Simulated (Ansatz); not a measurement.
# Ti started on a K site and K started on a Mg site in perovskite KMgF3, 40 atoms, charge 0

How does the host give way around this defect, and what happens to the levels at the gap? The levels of theory are PBEsol, HSE06 and r²SCAN.

All numbers are computed with Ansatz 0.2.0 (PAW, plane waves).

## 1. The system as built

40 atoms (8 K, 1 Ti, 7 Mg, 24 F); a = 7.983 Å, b = 7.983 Å, c = 7.983 Å, α = 90.00°, β = 90.00°, γ = 90.00°. All atoms were shaken off their sites by about 0.02 Å along each axis. Defect site 1: (0.500, 0.500, 0.500). Defect site 2: (0.250, 0.250, 0.250).

Steps to follow: (2) PBEsol relaxation at the single k point (¼, ¼, ¼), on 7 threads of Arm Neoverse-V2; (3) HSE06 single point at the single k point (¼, ¼, ¼), on 7 threads of Arm Neoverse-V2; (4) r²SCAN single point at the single k point (¼, ¼, ¼), on 7 threads of Arm Neoverse-V2.

## 2. Relaxation of the positions (PBEsol)

File in.yaml:

```yaml
crystal:
  lattice:
    - [7.982544, 0.000000, 0.000000]
    - [0.000000, 7.982544, 0.000000]
    - [0.000000, 0.000000, 7.982544]
  atoms:
    - { symbol: K, position: [0.999305, 0.002155, 0.996950] }
    - { symbol: K, position: [0.000503, 0.001567, 0.505439] }
    - { symbol: K, position: [0.000503, 0.506070, 0.003508] }
    - { symbol: K, position: [0.000978, 0.499415, 0.496243] }
    - { symbol: K, position: [0.496746, 0.001576, 0.999341] }
    - { symbol: K, position: [0.504746, 0.000436, 0.499945] }
    - { symbol: K, position: [0.499710, 0.497329, 0.001942] }
    - { symbol: K, position: [0.254154, 0.246857, 0.246344] }
    - { symbol: Ti, position: [0.499049, 0.500507, 0.498468] }
    - { symbol: Mg, position: [0.252987, 0.250674, 0.754940] }
    - { symbol: Mg, position: [0.249173, 0.751111, 0.251477] }
    - { symbol: Mg, position: [0.252225, 0.748791, 0.747239] }
    - { symbol: Mg, position: [0.748197, 0.247924, 0.251211] }
    - { symbol: Mg, position: [0.750067, 0.252485, 0.748881] }
    - { symbol: Mg, position: [0.750958, 0.749722, 0.253661] }
    - { symbol: Mg, position: [0.748040, 0.756682, 0.750215] }
    - { symbol: F, position: [0.251652, 0.249492, 0.998461] }
    - { symbol: F, position: [0.246270, 0.247712, 0.500091] }
    - { symbol: F, position: [0.250076, 0.753016, 0.000526] }
    - { symbol: F, position: [0.249662, 0.754592, 0.496958] }
    - { symbol: F, position: [0.749950, 0.251249, 0.002029] }
    - { symbol: F, position: [0.749325, 0.246277, 0.499352] }
    - { symbol: F, position: [0.746736, 0.746356, 0.996033] }
    - { symbol: F, position: [0.755716, 0.750926, 0.500367] }
    - { symbol: F, position: [0.002277, 0.249084, 0.247345] }
    - { symbol: F, position: [0.001073, 0.251865, 0.751566] }
    - { symbol: F, position: [0.998711, 0.751470, 0.247152] }
    - { symbol: F, position: [0.998524, 0.750174, 0.749743] }
    - { symbol: F, position: [0.501451, 0.251421, 0.250010] }
    - { symbol: F, position: [0.500239, 0.248489, 0.752883] }
    - { symbol: F, position: [0.501280, 0.752723, 0.250105] }
    - { symbol: F, position: [0.499495, 0.748205, 0.749939] }
    - { symbol: F, position: [0.249028, 0.996230, 0.253336] }
    - { symbol: F, position: [0.247665, 0.996202, 0.744949] }
    - { symbol: F, position: [0.253670, 0.499025, 0.251771] }
    - { symbol: F, position: [0.244308, 0.500614, 0.752475] }
    - { symbol: F, position: [0.749791, 0.997984, 0.251805] }
    - { symbol: F, position: [0.747878, 0.999457, 0.748199] }
    - { symbol: F, position: [0.746292, 0.504183, 0.251548] }
    - { symbol: F, position: [0.754360, 0.498237, 0.744523] }
  symmetry: { detect: false }
kpoints:
  mp_grid: { grid: [1, 1, 1], shift: [0.25, 0.25, 0.25] }
hamiltonian:
  xc: pbesol
scf:
  occupations: { method: fermi_dirac, width: 0.01 }
relax:
  f_tol: 0.03
  max_steps: 80
  escape_saddle: false
  adjacent_minimum: "off"
output:
  forces: true
  eigenvalues: true
  populations: true
```

Launch:

```console
$ ansatz run in.yaml --threads 7 --pin off --max-ram 13300MiB --runs-dir r --events-out ev --progress --plain
```

After this run come: HSE06 on the final geometry; Single point with r²SCAN.

Q: Predict the outcome of this session. Wanted: for each run, top filled to lowest empty.

The runs gave:

| level | time | top filled to lowest empty (eV) |
| --- | --- | --- |
| PBEsol, relaxation | 83 s (7 CPU threads) | none |
| HSE06 | 2.1 min (7 CPU threads) | 2.68 |
| r²SCAN | 18 s (7 CPU threads) | none |

```
     quantity                              value
   relaxation  17 recorded steps, 6.75 eV gained
largest shift                       0.95 Å (Ti9)
```

Relaxation gains 6.75 eV, with shifts up to 0.95 Å (Ti9). Exact exchange costs time: HSE06 ran about 6.9 times as long as r²SCAN on the same kind of device. PBEsol and r²SCAN leave levels partly filled (a spacing under the smearing width does that too), while HSE06 opens a spacing of 2.68 eV.
